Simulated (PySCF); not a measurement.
# C₃H₅BF₂O: a tour of settings, part 2 of 2

PySCF 2.14.0. Atoms count from 0. Earlier steps stand in the parts before.

**6. TDDFT and polarisability: B3LYP/pcseg-1**

What the job is given:

```
{"job": {"kind": "uv", "xc": "B3LYP", "basis": "pcseg-1", "nstates": 25, "ntriplets": 5, "tda": false, "scf": {"conv": 1e-15, "max_cycle": 68}}, "charge": 0, "multiplicity": 1}
C     -2.023158     0.207665    -0.681345
O     -0.660903     0.400206    -0.367608
C     -0.035620    -0.604864     0.248412
C      1.259344    -0.558185     0.605579
B      2.213813     0.621134     0.374810
F      3.481013     0.573483     0.765077
F      1.887261     1.759474    -0.211952
H     -2.354061     1.120754    -1.171265
H     -2.157459    -0.639439    -1.361045
H     -2.618653     0.043390     0.221976
H     -0.638730    -1.487940     0.453627
H      1.648351    -1.436363     1.097709
```

Method: TDDFT B3LYP/pcseg-1, vertical, gas phase, core orbitals frozen in the response.

What it wrote:

```text
final grid: 106112 points
cycle   1  E = -417.0188046708  dE =  8.802e-01  |g| = 7.281e-01  |ddm| = 3.443e+00
cycle   2  E = -416.9170944091  dE =  1.017e-01  |g| = 1.071e+00  |ddm| = 1.348e+00
cycle   3  E = -417.1160781474  dE = -1.990e-01  |g| = 9.216e-02  |ddm| = 7.985e-01
cycle   4  E = -417.1175931089  dE = -1.515e-03  |g| = 4.223e-02  |ddm| = 1.032e-01
cycle   5  E = -417.1179300600  dE = -3.370e-04  |g| = 1.598e-02  |ddm| = 4.643e-02
cycle   6  E = -417.1179906944  dE = -6.063e-05  |g| = 3.313e-03  |ddm| = 1.849e-02
cycle   7  E = -417.1179933365  dE = -2.642e-06  |g| = 1.010e-03  |ddm| = 3.518e-03
cycle   8  E = -417.1179935466  dE = -2.101e-07  |g| = 1.656e-04  |ddm| = 8.003e-04
cycle   9  E = -417.1179935508  dE = -4.250e-09  |g| = 6.988e-05  |ddm| = 1.556e-04
cycle  10  E = -417.1179935519  dE = -1.100e-09  |g| = 1.758e-05  |ddm| = 6.677e-05
cycle  11  E = -417.1179935520  dE = -6.594e-11  |g| = 2.843e-06  |ddm| = 1.508e-05
cycle  12  E = -417.1179935520  dE = -9.095e-13  |g| = 2.104e-06  |ddm| = 3.085e-06
cycle  13  E = -417.1179935520  dE = -4.093e-12  |g| = 3.776e-07  |ddm| = 1.594e-06
cycle  14  E = -417.1179935520  dE =  2.501e-12  |g| = 8.913e-08  |ddm| = 4.480e-07
cycle  15  E = -417.1179935520  dE = -1.137e-13  |g| = 9.191e-09  |ddm| = 8.680e-08
cycle  16  E = -417.1179935520  dE = -3.411e-13  |g| = 1.570e-08  |ddm| = 1.192e-08
cycle  17  E = -417.1179935520  dE = -1.023e-12  |g| = 8.137e-09  |ddm| = 9.533e-09
cycle  18  E = -417.1179935520  dE =  3.297e-12  |g| = 7.223e-09  |ddm| = 4.661e-09
cycle  19  E = -417.1179935520  dE = -2.501e-12  |g| = 4.949e-09  |ddm| = 3.482e-09
cycle  20  E = -417.1179935520  dE = -1.364e-12  |g| = 5.643e-09  |ddm| = 3.013e-09
cycle  21  E = -417.1179935520  dE =  3.638e-12  |g| = 7.430e-09  |ddm| = 5.970e-09
cycle  22  E = -417.1179935520  dE = -4.547e-13  |g| = 7.560e-09  |ddm| = 8.269e-09
cycle  23  E = -417.1179935520  dE = -1.819e-12  |g| = 5.869e-09  |ddm| = 4.111e-09
cycle  24  E = -417.1179935520  dE =  6.821e-13  |g| = 4.090e-09  |ddm| = 1.590e-09
cycle  25  E = -417.1179935520  dE = -1.023e-12  |g| = 1.930e-09  |ddm| = 2.254e-09
cycle  26  E = -417.1179935520  dE = -1.251e-12  |g| = 1.312e-09  |ddm| = 1.177e-09
cycle  27  E = -417.1179935520  dE =  3.411e-12  |g| = 1.525e-09  |ddm| = 1.133e-09
cycle  28  E = -417.1179935520  dE = -3.183e-12  |g| = 1.858e-09  |ddm| = 6.044e-10
cycle  29  E = -417.1179935520  dE =  1.819e-12  |g| = 2.488e-09  |ddm| = 9.641e-10
cycle  30  E = -417.1179935520  dE = -1.364e-12  |g| = 2.630e-09  |ddm| = 1.026e-09
cycle  31  E = -417.1179935520  dE =  6.821e-13  |g| = 1.169e-09  |ddm| = 1.541e-09
cycle  32  E = -417.1179935520  dE =  1.023e-12  |g| = 1.004e-09  |ddm| = 9.085e-10
cycle  33  E = -417.1179935520  dE = -1.023e-12  |g| = 1.396e-09  |ddm| = 4.842e-10
cycle  34  E = -417.1179935520  dE =  1.137e-12  |g| = 1.297e-09  |ddm| = 2.004e-10
cycle  35  E = -417.1179935520  dE =  1.364e-12  |g| = 1.005e-09  |ddm| = 2.711e-10
cycle  36  E = -417.1179935520  dE = -1.137e-12  |g| = 6.118e-10  |ddm| = 3.699e-10
cycle  37  E = -417.1179935520  dE =  9.095e-13  |g| = 4.254e-10  |ddm| = 3.829e-10
cycle  38  E = -417.1179935520  dE = -1.364e-12  |g| = 7.099e-10  |ddm| = 4.815e-10
cycle  39  E = -417.1179935520  dE = -1.592e-12  |g| = 9.675e-10  |ddm| = 3.174e-10
cycle  40  E = -417.1179935520  dE =  2.274e-13  |g| = 7.760e-10  |ddm| = 2.354e-10
cycle  41  E = -417.1179935520  dE = -4.547e-13  |g| = 4.400e-10  |ddm| = 3.031e-10
cycle  42  E = -417.1179935520  dE = -5.684e-13  |g| = 2.334e-10  |ddm| = 2.990e-10
cycle  43  E = -417.1179935520  dE =  1.592e-12  |g| = 3.625e-10  |ddm| = 2.147e-10
cycle  44  E = -417.1179935520  dE =  1.137e-12  |g| = 4.678e-10  |ddm| = 1.211e-10
cycle  45  E = -417.1179935520  dE = -1.933e-12  |g| = 4.540e-10  |ddm| = 6.182e-11
cycle  46  E = -417.1179935520  dE =  9.095e-13  |g| = 3.444e-10  |ddm| = 1.111e-10
cycle  47  E = -417.1179935520  dE = -3.411e-13  |g| = 1.814e-10  |ddm| = 1.950e-10
cycle  48  E = -417.1179935520  dE =  1.137e-12  |g| = 2.030e-10  |ddm| = 1.981e-10
cycle  49  E = -417.1179935520  dE =  2.274e-13  |g| = 3.004e-10  |ddm| = 1.083e-10
cycle  50  E = -417.1179935520  dE = -1.137e-13  |g| = 3.028e-10  |ddm| = 4.236e-11
cycle  51  E = -417.1179935520  dE = -4.547e-13  |g| = 2.206e-10  |ddm| = 8.080e-11
cycle  52  E = -417.1179935520  dE =  2.274e-12  |g| = 1.094e-10  |ddm| = 1.081e-10
cycle  53  E = -417.1179935520  dE = -4.320e-12  |g| = 8.656e-11  |ddm| = 1.049e-10
cycle  54  E = -417.1179935520  dE =  2.615e-12  |g| = 1.549e-10  |ddm| = 7.625e-11
cycle  55  E = -417.1179935520  dE =  1.137e-13  |g| = 1.895e-10  |ddm| = 3.664e-11
cycle  56  E = -417.1179935520  dE = -1.137e-12  |g| = 1.632e-10  |ddm| = 3.489e-11
cycle  57  E = -417.1179935520  dE = -2.274e-13  |g| = 9.094e-11  |ddm| = 7.098e-11
cycle  58  E = -417.1179935520  dE =  4.547e-13  |g| = 4.658e-11  |ddm| = 7.636e-11
cycle  59  E = -417.1179935520  dE = -1.592e-12  |g| = 8.912e-11  |ddm| = 5.636e-11
cycle  60  E = -417.1179935520  dE =  2.046e-12  |g| = 1.142e-10  |ddm| = 2.511e-11
cycle  61  E = -417.1179935520  dE = -2.274e-13  |g| = 1.037e-10  |ddm| = 1.597e-11
cycle  62  E = -417.1179935520  dE =  2.274e-13  |g| = 6.696e-11  |ddm| = 3.564e-11
cycle  63  E = -417.1179935520  dE = -1.251e-12  |g| = 2.764e-11  |ddm| = 4.499e-11
cycle  64  E = -417.1179935520  dE =  5.684e-13  |g| = 4.482e-11  |ddm| = 4.095e-11
cycle  65  E = -417.1179935520  dE =  0.000e+00  |g| = 6.955e-11  |ddm| = 2.429e-11
converged SCF energy = -417.1179935520

Static polarisability (au): isotropic 49.961, principal 30.808 44.211 74.864

Singlet excitations
state   eV       nm        f      main configurations
  1   5.7356    216.2   0.41588   H->L 0.96
  2   6.9009    179.7   0.01702   H->L+1 0.87
  3   6.9755    177.7   0.00189   H-1->L 0.93
  4   7.5328    164.6   0.00074   H->L+2 0.92
  5   7.9793    155.4   0.00263   H-3->L 0.97
  6   8.3752    148.0   0.00019   H-4->L 0.97
  7   8.4878    146.1   0.03714   H-2->L 0.96
  8   8.4902    146.0   0.00592   H->L+4 0.78, H->L+6 0.11, H->L+5 0.10
  9   8.6267    143.7   0.04720   H->L+3 0.96
 10   8.7652    141.5   0.00708   H->L+5 0.89, H->L+4 0.09
 11   8.8353    140.3   0.01579   H->L+6 0.87, H->L+4 0.12
 12   9.0745    136.6   0.00161   H-6->L 0.95
 13   9.4532    131.2   0.02269   H-1->L+1 0.56, H-5->L 0.35
 14   9.5210    130.2   0.05844   H-5->L 0.62, H-1->L+1 0.33
 15   9.6992    127.8   0.04402   H->L+7 0.86
 16   9.7727    126.9   0.00336   H->L+8 0.97
 17  10.0157    123.8   0.00001   H-7->L 0.81, H-2->L+1 0.11
 18  10.0499    123.4   0.00743   H-1->L+2 0.91
 19  10.0823    123.0   0.01418   H-2->L+1 0.86, H-7->L 0.10
 20  10.4664    118.5   0.08951   H-3->L+1 0.82
 21  10.5839    117.1   0.00112   H->L+9 0.94
 22  10.6374    116.6   0.02527   H-1->L+3 0.82
 23  10.7935    114.9   0.03780   H-2->L+2 0.95
 24  10.9113    113.6   0.01685   H-1->L+4 0.41, H-8->L 0.20, H-3->L+2 0.14
 25  10.9682    113.0   0.01719   H-8->L 0.56, H-3->L+2 0.30

Triplet excitations (Tamm-Dancoff, eV): 3.6717 6.5277 6.7729 7.2502 7.3928
```

It took 37 s on 1 thread of Intel Xeon Platinum 8488C, shared host; peak memory 0.59 GiB.

Despite a needlessly tight threshold, the SCF converged in 65 cycles.

Key values: HOMO -6.97 eV, LUMO -1.14 eV; lowest singlet 5.74 eV.

**7. What came out**

This closing draws on all 2 parts.

| quantity | value |
| --- | --- |
| ¹³C shifts against TMS (PBE0/pcSseg-1) | 177.8, 94.1, 60.6 ppm |
| ¹H shifts against TMS (PBE0/pcSseg-1, means over atoms taken as alike) | 6.97, 4.38, 3.91 ppm |
| ¹⁷O shifts against H2O (PBE0/pcSseg-1) | 142.4 ppm |
| ¹¹B shifts against BF3·OEt2 (PBE0/pcSseg-1) | 22.9 ppm |
| ¹⁹F shifts against CFCl3 (PBE0/pcSseg-1, means over atoms taken as alike) | -83.2 ppm |
| lowest singlet (PBE0/def2-SVPD) | 5.70 eV (217 nm), f = 0.399 |
| lowest triplet | 3.59 eV |
| largest coupling of the table (LC-wPBE/def2-SVPD) | ¹J(C,H) C2–H10, 207.3 Hz |

**Reading.** Single values in the summary come from the first sound run of each kind (PBE0/pcSseg-1; PBE0/def2-SVPD; LC-wPBE/def2-SVPD), which need not be the best level. The most deshielded carbon is C2 (alkene carbon bearing oxygen), at 177.8 ppm: an sp2 carbon further deshielded by the attached heteroatom. H10 (hydrogen on an alkene carbon bearing oxygen) lies farthest downfield among hydrogen, at 6.97 ppm; olefinic region. The lowest singlet, at 5.70 eV, is HOMO→LUMO 0.97 and is bright. The lowest triplet lies 2.12 eV below the lowest singlet (triplets in Tamm-Dancoff, singlets in full TDDFT). Of the pairs tabulated at LC-wPBE/def2-SVPD, C2–H10 couples most strongly (207.3 Hz; Fermi contact 206.7 Hz). Couplings across rotatable bonds belong to this one conformer; where others are populated, the observed values are averages. Density functionals describe couplings to fluorine poorly, F–F couplings above all, so those rows are rough. Couplings from bases without tight functions are rough.
